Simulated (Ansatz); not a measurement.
# Mercury, simple cubic under r²SCAN: ground state and equation of state

The plan for mercury in the simple cubic structure: relax it, solve it on a dense k-mesh, switch on spin-orbit coupling, then scale the cell to 7 volumes from 88 to 112 % of the relaxed one and try a fit of the equation of state. The k-meshes are 11×11×11 for the relaxation; 17×17×17 for the dense run; 10×10×10 for spin-orbit coupling; 12×12×12 for the volumes.

Computed with Ansatz 0.2.0 (DFT r2SCAN, plane waves (500 eV) with PAW, scalar-relativistic; the PAW data stem from PBE, with regenerated cores, unless a step says otherwise).

### Step 1. The system as given

Symmetry: Pm-3m, No. 221, cubic system. Conventional cell: a = 2.921 Å, b = 2.921 Å, c = 2.921 Å, α = 90.00°, β = 90.00°, γ = 90.00°. Around Hg (site symmetry m-3m) lie 6 Hg at 2.92 Å.

Coordinates:

```
Hg
1.0
     2.92083    0.00000    0.00000
     0.00000    2.92083    0.00000
     0.00000    0.00000    2.92083
Hg
1
Direct
  0.00000 0.00000 0.00000
```

### Step 2. Relaxing cell and atoms

The input, input.yaml:

```yaml
crystal:
  lattice:
    - [2.9208326038, 0.0, 0.0]
    - [0.0, 2.9208326038, 0.0]
    - [0.0, 0.0, 2.9208326038]
  atoms:
    - { symbol: Hg, position: [0.0, 0.0, 0.0] }
hamiltonian:
  xc: r2scan
  pseudopotentials:
    kind: paw
    azcp:
      Hg: "pseudopotentials/Hg.paw.azcp"
basis:
  ecutwfc: 500
  fft_grid_basis: typed
kpoints:
  mp_grid: { grid: [11, 11, 11], shift: [0, 0, 0] }
magnetization:
  spin_polarized: false
scf:
  occupations: { method: fermi_dirac, width: 0.1 }
relax:
  max_steps: 60
  f_tol: 0.01
  cell: {}
```

On the command line:

```sh
ansatz run input.yaml --threads 1 --pin off --max-ram 3584MiB --backend cpu --events-out ev --progress --plain --runs-dir out
```

Further steps of the session: Dense single point; A two-component run at the same geometry; Volume × 0.88; Volume × 0.92; Volume × 0.96; Volume × 1.0; Volume × 1.04; Volume × 1.08; Volume × 1.12.

What does the calculation give? Wanted: space group; conventional cell; volume; shortest distance; gap on the mesh; relative to alpha-Hg; V₀, B₀, B₀′.

The runs gave:

```
                           quantity                         value
     space group (spins left aside)               Pm-3m (No. 221)
                  conventional cell                   a = 3.009 Å
                             volume                27.240 Å³/atom
                  shortest distance                       3.009 Å
                    gap on the mesh  none (levels filled in part)
relative to alpha-Hg (rhombohedral)                   +1 meV/atom
                        V₀, B₀, B₀′   27.278 Å³/atom, 28 GPa, 8.9
```

The relaxation enlarged the cell by 9.3 % in volume. It lies 1 meV/atom above the element's reference form at the same level (alpha-Hg (rhombohedral), from a run of its own), within what mesh and smearing can decide. No gap shows: it is a metal or semimetal at this level. Totals with and without spin-orbit coupling (+24.9 eV/atom apart) can't be read as binding, since the two-component data shift the zero of energy. B₀ comes out at 28 GPa. Relaxation kept the symmetry; phonons were not checked.
